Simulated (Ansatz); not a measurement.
# ClH7O2Si2: the cost of one run

Method: UKS CAM-B3LYP-D4/STO-3G, in Ansatz 0.2.0.

## Step 1: The system as given

Bond lengths: Si1–O2 2.066 Å, Si1–O3 1.624 Å, O3–Si4 1.629 Å, Si1–H5 1.445 Å, Si1–H6 1.448 Å, Si1–Cl8 2.493 Å, O2–H9 0.957 Å, Si4–H10 1.462 Å, Si4–H11 1.462 Å, Si4–H12 1.460 Å. Angles (14 of 18 angles, heavy atoms first): O2–Si1–O3 94.0°, O2–Si1–Cl8 74.0°, O3–Si1–Cl8 167.7°, Si1–O3–Si4 154.6°, Si1–O2–H9 109.8°, O2–Si1–H5 104.8°, O2–Si1–H6 107.8°, O3–Si1–H5 103.2°, O3–Si1–H6 98.1°, H5–Si1–Cl8 83.2°, H6–Si1–Cl8 83.2°, O3–Si4–H10 108.3°, O3–Si4–H11 107.9°, O3–Si4–H12 103.2°.

Coordinates:

```xyz
12

Si   -0.1937   -0.4834    0.9716
O     1.3106   -1.1789   -0.2612
O    -0.8140    0.5087   -0.1545
Si   -0.7863    1.7826   -1.1693
H     0.4653    0.4241    1.8832
H    -1.2521   -1.4712    0.9769
H     1.6914   -1.9245    0.6935
Cl    1.0241   -2.2169    2.2861
H     0.9406   -1.7496   -0.9340
H    -0.3777    2.9640   -0.4111
H     0.1587    1.4809   -2.2426
H    -2.1669    1.8643   -1.6385
```

## Step 2: Run 1

150 steps of 0.5 fs at constant energy, with velocities drawn for 300 K.

Contents of input.yaml:

```yaml
crystal:
  periodic: [false, false, false]
  atoms:
    - { symbol: Si, position_ang: [-0.1937, -0.4834, 0.9716] }
    - { symbol: O, position_ang: [1.3106, -1.1789, -0.2612] }
    - { symbol: O, position_ang: [-0.814, 0.5087, -0.1545] }
    - { symbol: Si, position_ang: [-0.7863, 1.7826, -1.1693] }
    - { symbol: H, position_ang: [0.4653, 0.4241, 1.8832] }
    - { symbol: H, position_ang: [-1.2521, -1.4712, 0.9769] }
    - { symbol: H, position_ang: [1.6914, -1.9245, 0.6935] }
    - { symbol: Cl, position_ang: [1.0241, -2.2169, 2.2861] }
    - { symbol: H, position_ang: [0.9406, -1.7496, -0.934] }
    - { symbol: H, position_ang: [-0.3777, 2.964, -0.4111] }
    - { symbol: H, position_ang: [0.1587, 1.4809, -2.2426] }
    - { symbol: H, position_ang: [-2.1669, 1.8643, -1.6385] }
magnetization:
  spin_polarized: true
basis:
  gaussian: { orbitals: STO-3G }
hamiltonian:
  xc: cam_b3lyp
  dispersion: d4
md:
  timestep: 0.5
  n_steps: 150
  ensemble: nve
  temperature: 300.0
  initial_velocities: maxwell_boltzmann
  seed: 730166
```

Launch:

```
ansatz run input.yaml --threads 1 --pin off --max-ram 2048MiB --backend cpu --events-out ev --progress --plain --runs-dir out
```

Q: Estimate wall time and peak memory on 1 thread of Arm Neoverse N1, shared host.

About 21 min, with a peak of 0.2 GiB.
